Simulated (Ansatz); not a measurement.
# Cl₃HOZr: small, medium and large basis sets

How large a basis does Cl₃HOZr need? Two functionals are run in growing sets.

Computed with Ansatz 0.2.0, Gaussian basis. Level: one geometry, several basis sets.

The runs, in order: PBE0-D4/def2-SVP; ωB97M-V/def2-SVP; PBE0-D4/def2-QZVPP; ωB97M-V/def2-QZVPP; the functionals' def2-TZVPP values are taken from earlier runs.

1 further run of the same task is left out (for a known fault of the program).

### 1 The relaxed structure

An earlier PBE0-D4 in a triple-zeta def2 set relaxation fixed the geometry. Zr takes the def2 core potential; no spin-orbit term is included.

6 atoms, charge 0, spin multiplicity 1.

Atoms are counted from 1 here; the program's logs count them from 0.

Bond lengths: O1–Zr2 1.878 Å, O1–H6 0.954 Å, Zr2–Cl3 2.336 Å, Zr2–Cl4 2.336 Å, Zr2–Cl5 2.336 Å. Angles: Zr2–O1–H6 179.3°, O1–Zr2–Cl3 109.2°, O1–Zr2–Cl4 109.2°, O1–Zr2–Cl5 109.2°, Cl3–Zr2–Cl4 109.8°, Cl3–Zr2–Cl5 109.8°, Cl4–Zr2–Cl5 109.8°.

### 2 PBE0-D4 in def2-SVP

in.yaml

```yaml
crystal:
  periodic: [false, false, false]
  atoms:
    - {symbol: O, position_ang: [-0.512580, 0.298608, 1.339557]}
    - {symbol: Zr, position_ang: [0.148133, -0.092340, -0.374834]}
    - {symbol: Cl, position_ang: [2.028539, -1.464189, -0.177495]}
    - {symbol: Cl, position_ang: [-1.507032, -1.193056, -1.601970]}
    - {symbol: Cl, position_ang: [0.732194, 1.900645, -1.444522]}
    - {symbol: H, position_ang: [-0.847154, 0.486431, 2.213162]}
basis:
  gaussian: {orbitals: def2-SVP}
hamiltonian: {xc: pbe0, dispersion: d4}
output: {orbitals: {seedname: orbitals}}
```

Command:

```console
> ansatz run in.yaml --threads 4 --pin off --events-out ev --progress --plain --max-ram 10444MiB
```

Further steps of the session: ωB97M-V in def2-SVP; PBE0-D4 in def2-QZVPP; ωB97M-V in def2-QZVPP.

Before running them: what should the planned runs give, taken together? Wanted: PBE0-D4: double and triple zeta above quadruple; ωB97M-V: double and triple zeta above quadruple.

As calculated:

| quantity | value |
| --- | --- |
| PBE0-D4: double and triple zeta above quadruple | 16.94, 1.30 eV |
| ωB97M-V: double and triple zeta above quadruple | 16.77, 1.23 eV |

In words: PBE0-D4 gains 15.64 eV from double to triple zeta, then 1.30 eV more. Total energies overstate the basis error of differences, where much of it tends to cancel.
